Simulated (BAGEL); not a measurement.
# SiClF2 (SMILES F[Si](F)Cl): UHF/STO-3G (density fitting with qzvpp-jkfit)

Aim: the vertical ionisation energy of SiClF2 at UHF/STO-3G (density fitting with qzvpp-jkfit), from 2 runs. 

The results are computed with BAGEL 1.2.2.

19 further runs of the same task are left out: 19 set aside as unsound or not needed.

### Step 1. The structure to begin with

The species is SiClF2 (4 atoms), meant as a doublet with charge 0. As SMILES, `F[Si](F)Cl`. Geometry: relaxed at PBE0-D4/def2-TZVP.

Bond lengths: F1–Si2 1.585 Å, Si2–F3 1.585 Å, Si2–Cl4 2.036 Å. Angles: F1–Si2–F3 107.0°, F1–Si2–Cl4 108.9°, F3–Si2–Cl4 108.9°.

### Step 2. The energy at UHF/STO-3G (density fitting with qzvpp-jkfit)

Contents of job.json:

```json
{ "bagel" : [

{
  "title" : "molecule",
  "basis" : "sto-3g",
  "df_basis" : "qzvpp-jkfit",
  "angstrom" : true,
  "geometry" : [
    { "atom" : "F", "xyz" : [    1.308200,    0.129000,    0.798000 ] },
    { "atom" : "Si", "xyz" : [    0.221200,   -0.316500,   -0.265700 ] },
    { "atom" : "F", "xyz" : [   -0.871800,   -1.157400,    0.514900 ] },
    { "atom" : "Cl", "xyz" : [   -0.657600,    1.344900,   -1.047300 ] }
  ]
},
{ "title" : "uhf", "nopen" : 1 },
{ "title" : "print", "file" : "orbitals.molden", "orbitals" : true }

]}
```

The run is started by

```
$ BAGEL_NUM_THREADS=1 BAGEL job.json > job.out
```

The log of the run:

```text
* using 1 threads per process

  ===============================================================
  ===============================================================

  *** Geometry ***

  { "atom" : "F", "xyz" : [      2.472140,      0.243775,      1.508001 ] },
  { "atom" : "Si", "xyz" : [      0.418007,     -0.598098,     -0.502100 ] },
  { "atom" : "F", "xyz" : [     -1.647463,     -2.187169,      0.973020 ] },
  { "atom" : "Cl", "xyz" : [     -1.242684,      2.541493,     -1.979110 ] },

  Number of auxiliary basis functions:      410

  Since a DF basis is specified, we compute 2- and 3-index integrals:
    o Being stored without compression. Storage requirement is 0.003 GB

  Number of basis functions:       28
  Number of electrons      :       49

    * METHOD: MOLECULE                             0.11

  *** Open-shell HF ***

  === Nuclear Repulsion ===
   217.5992999081

      * DIIS with orbital gradients will be used.

  === UHF iteration (sto-3g) ===
      0       -936.20141049          0.03328744           0.03
      1       -936.30560380          0.00717056           0.03
      2       -936.31132967          0.00183983           0.03
      3       -936.31206211          0.00075982           0.03
      4       -936.31231164          0.00010334           0.03
      5       -936.31232041          0.00003126           0.03
      6       -936.31232177          0.00001257           0.03
      7       -936.31232200          0.00000380           0.03
      8       -936.31232201          0.00000129           0.03
      9       -936.31232202          0.00000054           0.03
     10       -936.31232202          0.00000017           0.03
     11       -936.31232202          0.00000006           0.03
     12       -936.31232202          0.00000002           0.03
     13       -936.31232202          0.00000001           0.03
    * SCF iteration converged.

    * S^2 (UHF) is 0.7558

    * Permanent dipole moment:
           (   -0.557912,     0.923906,     0.099577) a.u.

    * METHOD: UHF                                  0.48

    * METHOD: PRINT                                0.00

  ===============================================================
```

Run time: 0.73 s. Hardware: 1 thread of Arm Neoverse V1, shared host.

### Step 3. The singlet cation at the same level

Contents of input.json:

```json
{ "bagel" : [

{
  "title" : "molecule",
  "basis" : "sto-3g",
  "df_basis" : "qzvpp-jkfit",
  "angstrom" : "true",
  "geometry" : [
    { "atom" : "F", "xyz" : [    1.308200,    0.129000,    0.798000 ] },
    { "atom" : "Si", "xyz" : [    0.221200,   -0.316500,   -0.265700 ] },
    { "atom" : "F", "xyz" : [   -0.871800,   -1.157400,    0.514900 ] },
    { "atom" : "Cl", "xyz" : [   -0.657600,    1.344900,   -1.047300 ] }
  ]
},
{ "title" : "hf", "charge" : 1 },
{ "title" : "print", "file" : "orbitals.molden", "orbitals" : "true" }

]}
```

The run is started by

```
$ BAGEL_NUM_THREADS=1 BAGEL input.json > input.out
```

The log of the run:

```text
* using 1 threads per process

  ===============================================================
  ===============================================================

  *** Geometry ***

  { "atom" : "F", "xyz" : [      2.472140,      0.243775,      1.508001 ] },
  { "atom" : "Si", "xyz" : [      0.418007,     -0.598098,     -0.502100 ] },
  { "atom" : "F", "xyz" : [     -1.647463,     -2.187169,      0.973020 ] },
  { "atom" : "Cl", "xyz" : [     -1.242684,      2.541493,     -1.979110 ] },

  Number of auxiliary basis functions:      410

  Since a DF basis is specified, we compute 2- and 3-index integrals:
    o Being stored without compression. Storage requirement is 0.003 GB

  Number of basis functions:       28
  Number of electrons      :       49

    * METHOD: MOLECULE                             0.11

  *** RHF ***

  === Nuclear Repulsion ===
   217.5992999081

      * DIIS with orbital gradients will be used.

  === RHF iteration (sto-3g) ===
      0       -935.85028461          0.02372020           0.02
      1       -936.02330133          0.00962400           0.01
      2       -936.04435924          0.00108243           0.02
      3       -936.04504232          0.00035235           0.01
      4       -936.04512351          0.00008381           0.02
      5       -936.04512803          0.00002196           0.01
      6       -936.04512841          0.00000845           0.01
      7       -936.04512849          0.00000282           0.01
      8       -936.04512849          0.00000102           0.01
      9       -936.04512849          0.00000024           0.01
     10       -936.04512849          0.00000008           0.01
     11       -936.04512849          0.00000002           0.01
     12       -936.04512849          0.00000001           0.01
    * SCF iteration converged.

    * Permanent dipole moment:
           (   -0.887074,     1.380971,     0.557404) a.u.

    * METHOD: HF                                   0.26

    * METHOD: PRINT                                0.00

  ===============================================================
```

It took 0.5 s on 1 thread of Arm Neoverse V1, shared host.

### Step 4. Results

At UHF/STO-3G (density fitting with qzvpp-jkfit):

```
                                          quantity          value
                      doublet SiClF2: total energy  -936.31232 Eh
                     doublet SiClF2: dipole moment         2.75 D
                              doublet SiClF2: ⟨S²⟩          0.756
                      singlet cation: total energy  -936.04513 Eh
                       singlet cation: HOMO energy      -18.44 eV
                       singlet cation: LUMO energy       -6.72 eV
                     singlet cation: HOMO–LUMO gap       11.73 eV
vertical ionisation energy (to the singlet cation)       7.271 eV
```

**Reading.** The vertical ionisation energy comes to 7.27 eV (702 kJ/mol). Only the singlet of the ionised species was computed; a triplet could lie lower. In a minimal basis such a difference can be off by several eV, whatever the method.
